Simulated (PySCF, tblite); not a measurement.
# C₂H₁₁GeNSi: geometry, infrared bands and NMR shifts

Aim: predict the infrared bands and NMR shifts of C₂H₁₁GeNSi (`[CH3][GeH2][CH2][SiH2]N`).

The runs use tblite 0.8.0 and PySCF 2.14.0, with density-fitted response routines of our own; the level of theory stands in each step. All values are computed, except where a source is named. Atoms are numbered from 0 throughout.

## (1) The molecule as given

16 atoms, charge 0, multiplicity 1; geometry from: force field or distance geometry start.

Bonds of the start (Å): C0–Ge1 1.96, Ge1–C2 1.94, C2–Si3 1.86, Si3–N4 1.79, C0–H5 1.10, C0–H6 1.10, C0–H7 1.11, Ge1–H8 1.55, Ge1–H9 1.54, C2–H10 1.12, C2–H11 1.10, Si3–H12 1.47, Si3–H13 1.48, N4–H14 1.06, N4–H15 1.05.

## (2) Geometry optimisation with GFN2-xTB

What the job is given:

```
{"job": {"kind": "relax", "xc": "GFN2-xTB", "basis": "xTB"}, "charge": 0, "multiplicity": 1}
C      2.149900     0.038700     0.691300
Ge     0.872600     1.065400    -0.388300
C     -0.354100    -0.141900    -1.277300
Si    -1.335700    -1.130100    -0.041600
N     -2.306400    -0.057000     1.018800
H      2.892800     0.728400     1.120200
H      2.646400    -0.707100     0.047400
H      1.608200    -0.468400     1.517600
H      0.103600     2.042600     0.530500
H      1.653600     1.867700    -1.441600
H     -1.068000     0.456200    -1.900600
H      0.203400    -0.831000    -1.934300
H     -2.242400    -2.045700    -0.743800
H     -0.413800    -1.934200     0.793200
H     -2.781300     0.639600     0.383800
H     -1.636300     0.485900     1.613000
```

On the command line:

```bash
> OMP_NUM_THREADS=1 python probes_run.py task.json out
```

This one command runs all jobs of the session in turn.

**Question.** This job is followed by: GFN2-xTB harmonic vibrations, gas phase; GIAO PBE0/pcSseg-1 NMR shielding, non-relativistic, gas phase. What will the session give for the following? strongest single infrared mode (GFN2-xTB); zero-point energy (GFN2-xTB); 13C shifts against TMS (PBE0/pcSseg-1); 1H shifts against TMS (PBE0/pcSseg-1, means over atoms taken as alike); 73Ge shifts against GeMe4 (PBE0/pcSseg-1); 29Si shifts against TMS (PBE0/pcSseg-1); 15N shifts against NH3 (PBE0/pcSseg-1).

As calculated:

| quantity | value |
| --- | --- |
| strongest single infrared mode (GFN2-xTB) | 1943 cm⁻¹, 593 km/mol |
| zero-point energy (GFN2-xTB) | 74.3 kcal/mol |
| 13C shifts against TMS (PBE0/pcSseg-1) | 1.4, -7.1 ppm |
| 1H shifts against TMS (PBE0/pcSseg-1, means over atoms taken as alike) | 4.87, 4.05, 0.31, 0.16, -0.13 ppm |
| 73Ge shifts against GeMe4 (PBE0/pcSseg-1) | -152 ppm |
| 29Si shifts against TMS (PBE0/pcSseg-1) | -33.8 ppm |
| 15N shifts against NH3 (PBE0/pcSseg-1) | 10.7 ppm |

What this shows: Over 74 steps the energy fell by 0.318 eV; of the close pairs, Si3–N4 changed most, 1.794 to 1.724 Å. All 42 modes are real, so the xTB geometry is a minimum. The strongest single mode, at 1943 cm⁻¹, moves mainly H8 and H9. GFN2-xTB is a fitted tight-binding method: band positions and strengths are rough. Its intensities can rank the bands wrongly. At PBE0/pcSseg-1: Shielding is most anisotropic at Ge1 (span 223 ppm, paramagnetic term -1274 ppm). Spin-orbit coupling is left out, which matters for shieldings and couplings at and beside the heavy atoms.
